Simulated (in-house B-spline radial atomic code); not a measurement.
# Ru³⁶⁺: ionisation energy by several methods

How far do functionals differ on the ionisation energy of Ru³⁶⁺? Each run solves Ru³⁶⁺ and then the next ion ([He] 2s2 2p3).

The numbers are computed with in-house B-spline radial atomic code version 1 (Dirac-Coulomb, several functionals; spherical all-electron atom at the radial basis limit), except any that are marked as measured or tabulated.

**1. What is computed**

- element: ruthenium (Z = 44)
- charge: +36
- electrons: 8
- configuration: [He] 2s2 2p4
- nucleus: Fermi, rms radius 4.481 fm

Outer shells as boxes (Hund's rule):

[He] 2s2 2p4
```
[He] core
2s [↑↓]
2p [↑↓][↑ ][↑ ]
```

The boxes only draw the filling; these runs are spin-restricted and spherical.

**2. BLYP, a GGA**

The run's settings:

```ini
Z = 44
electrons = 8.0
configuration = [He] 2s2 2p4
hamiltonian = dirac
method = b88,lyp
spin_polarised = False
nucleus = fermi
rms_radius = 4.4809
mass_number = 102
atomic_mass = 101.904340312
speed_of_light = 137.035999084
```

**3. BP86, a GGA**

Settings: those of step 2 with these lines changed.

```diff
@@ -4,3 +4,3 @@
 hamiltonian = dirac
-method = b88,lyp
+method = b88,p86
 spin_polarised = False
```

**4. PBE, a GGA**

Settings: those of step 3 with these lines changed.

```diff
@@ -4,3 +4,3 @@
 hamiltonian = dirac
-method = b88,p86
+method = pbe,pbe
 spin_polarised = False
```

**Question.** The tabulated ionisation energy is 5136 ± 11 eV (semi-empirical; NIST Atomic Spectra Database). What does each method give, and which comes nearest?

The runs gave:

| method | rung | total energy (hartree) | ΔSCF (eV) | with Breit, QED, recoil (eV) | −ε highest (eV) | corrected ΔSCF less tabulated (eV) |
| --- | --- | --- | --- | --- | --- | --- |
| BLYP | GGA | -3222.7903 | 5185.47 | 5180.75 | 5042.19 (2p3/2) | +44.75 |
| BP86 | GGA | -3223.0193 | 5185.71 | 5180.99 | 5042.47 (2p3/2) | +44.99 |
| PBE | GGA | -3222.3035 | 5184.51 | 5179.79 | 5041.33 (2p3/2) | +43.79 |

What this shows: Tables give 5136 ± 11 eV (semi-empirical; NIST Atomic Spectra Database) for the ionisation energy. PBE misses by +43.79 eV, the least, and BP86 by +44.99 eV (0.88 %), the most. All methods miss on the same side by much the same amount, which points to something that they share. Open shells are averaged (over orientations, and over spins where the run is restricted), while tables refer to the lowest levels.

Members of this set that are not shown: 1 used exact exchange with fractional occupations of an open shell, which is unsound here.
